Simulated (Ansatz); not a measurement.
Ta3AsAu2O13:

```
CELL_PARAMETERS angstrom
6.80067 -1.92163 -0.02621
6.80067 1.92163 -0.02621
-1.72225 0.00000 10.37288
ATOMIC_POSITIONS crystal
Ta 0.29832 0.29832 0.63042
Ta 0.35838 0.35838 0.00386
Ta 0.64153 0.64153 0.99841
As 0.70210 0.70210 0.36249
Au 0.60176 0.60176 0.63181
Au 0.39989 0.39989 0.36577
O 0.34257 0.34257 0.80557
O 0.41638 0.41638 0.55635
O 0.78159 0.78159 0.59389
O 0.65958 0.65958 0.20071
O 0.59095 0.59095 0.43486
O 0.21897 0.21897 0.41156
O 0.61546 0.61546 0.82214
O 0.14400 0.14400 0.64097
O 0.38300 0.38300 0.17947
O 0.84498 0.84498 0.35825
O 0.50050 0.50050 0.00258
O 0.81269 0.81269 0.99232
O 0.18737 0.18737 0.00856
```

The cell was built by a generator and needn't be a form met in nature.

Base run:

- Program: Ansatz 0.2.0
- Functional: PBE
- Potentials or basis: Ansatz PAW
- Cutoff: 420 eV
- Density cutoff: 1680 eV
- k mesh: 7 × 7 × 3
- Occupations: fermi-dirac, width 0.05 eV
- Spin: no spin polarisation
- Hubbard terms: Au d U = 8 eV, Ta d U = 8 eV

Its results: band gap on the k mesh 0.19 eV, indirect (least direct gap 0.62 eV); pressure 3.0 GPa; largest force 0.837 eV/Å.

Problem. The run is repeated on the same cell with these changes: hubbard terms from Au d U = 8 eV, Ta d U = 8 eV to Au d U = 4 eV, Ta d U = 4 eV. What comes out?

Solution. Band gap on the k mesh none (metal or under the smearing width); pressure 1.3 GPa; largest force 0.465 eV/Å.

Caveats: the density of states is complete only up to the lowest level of the last band computed; odd divisions of the mesh miss points on the zone boundary, where band edges often lie, so the gap on the mesh can be too wide (some runs); spin-orbit coupling is left out, which moves the levels of the heavy elements (some runs); U without spin polarisation on a metal has little footing (some runs).

A k mesh can miss the band edges.

Not every run made on this cell is shown here.
